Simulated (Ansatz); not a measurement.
Crystal: TeAs2.

```
CELL_PARAMETERS angstrom
-3.55645 3.55645 2.94052
3.55645 -3.55645 2.94052
3.55645 3.55645 -2.94052
ATOMIC_POSITIONS crystal
Te 0.00000 0.00000 0.00000
Te 0.75000 0.25000 0.50000
As 0.87500 0.62500 0.25000
As 0.37500 0.62500 0.75000
As 0.37500 0.12500 0.75000
As 0.37500 0.62500 0.25000
```

The cell comes from a database or a generator and needn't be the stable form of this composition.

| Item | Value |
| --- | --- |
| Program | Ansatz 0.2.0 |
| Task | single point |
| Functional | PBE |
| Potentials or basis | Ansatz PAW |
| Cutoff | 420 eV (not typed: the program's choice for these potentials) |
| k mesh | 6 × 6 × 6 |
| Occupations | fermi-dirac, width 0.05 eV |
| Spin | no spin polarisation |

On this cell: pressure -0.9 GPa; largest force under 0.003 eV/Å; band gap on the k mesh none (metal or under the smearing width).

The same run follows on a disturbed copy (atoms moved at random, drawn with an rms of 0.05 Å):

```
Te As
1.0
    -3.55645    3.55645    2.94052
     3.55645   -3.55645    2.94052
     3.55645    3.55645   -2.94052
Te As
2 4
Cartesian
  -0.0249 0.0381 0.0114
  -0.0315 3.5362 1.4653
  -0.0334 1.7420 3.6240
  3.5350 1.8253 0.7093
  1.7633 3.5397 -0.7635
  1.7248 0.0087 2.2924
```

**Question.** What changes?

**Answer.** The energy (extrapolated to zero smearing) moves by -4.7 meV/atom; pressure -0.5 GPa; largest force 0.531 eV/Å; band gap on the k mesh none (metal or under the smearing width).

Forces on the atoms (eV/Å):
```
Te   0.062 -0.093 -0.075
Te   0.115  0.115  0.073
As   0.166 -0.183 -0.191
As   0.113  0.143 -0.190
As  -0.022  0.006  0.079
As  -0.434  0.012  0.305
```

Stress tensor (GPa, compression positive):
```
-0.24  0.01  0.09
 0.01 -0.41 -0.40
 0.09 -0.40 -0.88
```

The energy falls, though the first cell shows no forces: that form is unstable against this distortion, unless noise or another electronic state is at work.
